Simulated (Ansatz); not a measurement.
Here is an Ansatz 0.2.0 calculation.

The input input.yaml:

```yaml
crystal:
  lattice:
    - [2.71585, -4.70357, 0.00833]
    - [2.71585, 4.70357, 0.00833]
    - [-1.87915, 0.0, 7.40127]
  atoms:
    - { symbol: Hf, position: [0.78835, 0.21165, 0.0] }
    - { symbol: In, position: [0.62175, 0.37825, 0.5] }
    - { symbol: In, position: [0.45502, 0.54498, 0.0] }
    - { symbol: In, position: [0.28407, 0.71593, 0.5] }
    - { symbol: In, position: [0.95814, 0.04186, 0.5] }
    - { symbol: Si, position: [0.12168, 0.87832, 0.0] }
    - { symbol: O, position: [0.06219, 0.11415, 0.86666] }
    - { symbol: O, position: [0.88585, 0.93781, 0.13334] }
    - { symbol: O, position: [0.7949, 0.53784, 0.86663] }
    - { symbol: O, position: [0.46216, 0.2051, 0.13337] }
    - { symbol: O, position: [0.15352, 0.62879, 0.13333] }
    - { symbol: O, position: [0.37121, 0.84648, 0.86667] }
hamiltonian:
  xc: pbe
  pseudopotentials: { kind: paw }
  hubbard: { sites: [{ species: Hf, l: d, u_eff: 4.0 }] }
kpoints:
  mp_grid: { grid: [6, 6, 4] }
scf:
  occupations: { method: fermi_dirac, width: 0.05 }
  n_extra_bands: 30
output:
  forces: true
  stress: true
  eigenvalues: true
  dos: { projected: true, de: 0.05, nscf_kmesh: { grid: [9, 9, 6] } }
```

Potentials or basis: Ansatz PAW.

Command:

```console
$ ansatz run input.yaml --threads 8 --pin off --max-ram 20480MiB --backend cpu --events-out ev --progress --plain --runs-dir out
```

Task: Predict the pressure.

Result: 1.0 GPa.

Task: Predict the band gap on the k mesh.

Result: None (metal or under the smearing width).

Task: What does it give for the density of states at the Fermi level?

Result: 1.73 states/eV per cell.

Eigenvalues of the final occupation matrices:
| site | spin | trace | eigenvalues |
| --- | --- | --- | --- |
| site 1 | 1 | 0.95 | 0.13 0.14 0.14 0.27 0.27 |

Caveat: the pressure holds a Pulay correction of +0.4 GPa for the finite cutoff; U without spin polarisation on a metal has little footing. Spin-orbit coupling is left out, which matters for the levels of Hf.
